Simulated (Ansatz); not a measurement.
# CH3GaO3: the cost of one run

The runs use Ansatz 0.2.0, Gaussian basis; unrestricted cation, the program's frozen cores in correlated methods.

Levels to be run: UKS PBE-D4/def2-TZVPP; UKS r2SCAN-D4/def2-TZVPP; UKS PBE0-D4/def2-TZVPP; UKS B3LYP-D4/def2-TZVPP; UKS wB97X-V/def2-TZVPP; UKS wB97M-V/def2-TZVPP; UKS B2PLYP/def2-TZVPP; UHF-CCSD(T)/def2-TZVPP; UHF-MP2/def2-QZVPP; extrapolation to the limit; then −ε(HOMO) from the neutral's earlier runs with LDA (SPW92), PBE-D4, revPBE-D4, BLYP-D4, r2SCAN-D4, B97M-V, PBE0-D4, B3LYP-D4, r2SCANh-D4, r2SCAN0-D4, HSE06-D4, BHLYP-D4, CAM-B3LYP-D4, LC-ωPBE, ωB97X-V, ωB97M-V.

## (1) The relaxed structure

The geometry comes from an earlier relaxation with PBE0-D4 in a triple-zeta def2 set; it is a stationary point, not always the lowest conformer.

SMILES `O=[CH][Ga]([OH])[OH]`, 8 atoms, charge 0, spin multiplicity 1.

Atoms are counted from 1 here; the program's logs count them from 0.

Bond lengths: O1–C2 1.202 Å, C2–Ga3 2.021 Å, C2–H6 1.114 Å, Ga3–O4 1.778 Å, Ga3–O5 1.782 Å, O4–H7 0.961 Å, O5–H8 0.960 Å. Angles: O1–C2–Ga3 119.4°, O1–C2–H6 119.9°, Ga3–C2–H6 120.7°, C2–Ga3–O4 121.8°, C2–Ga3–O5 122.1°, O4–Ga3–O5 116.0°, Ga3–O4–H7 113.5°, Ga3–O5–H8 113.7°.

## (2) Cation, UKS PBE-D4/def2-TZVPP

Contents of in.yaml:

```yaml
crystal:
  periodic: [false, false, false]
  atoms:
    - {symbol: O, position_ang: [-0.378661, 0.192172, 2.375883]}
    - {symbol: C, position_ang: [-0.089131, 0.845653, 1.409619]}
    - {symbol: Ga, position_ang: [0.057535, -0.058315, -0.392504]}
    - {symbol: O, position_ang: [0.481103, 0.846317, -1.863679]}
    - {symbol: O, position_ang: [-0.228629, -1.804437, -0.602938]}
    - {symbol: H, position_ang: [0.095157, 1.939014, 1.514692]}
    - {symbol: H, position_ang: [0.517335, 0.299491, -2.652524]}
    - {symbol: H, position_ang: [-0.454710, -2.259886, 0.211460]}
basis:
  gaussian: {orbitals: def2-TZVPP}
total_charge: 1
magnetization: {spin_polarized: true, initial_magnetization: 1}
hamiltonian: {xc: pbe, dispersion: d4}
```

On the command line:

```bash
ansatz run in.yaml --threads 2 --pin off --events-out ev --progress --plain --max-ram 22528MiB --backend cpu
```

What time and memory should one allow on 2 threads of AMD EPYC 7R13, shared host?

About 24 s, with a peak of 0.63 GiB.
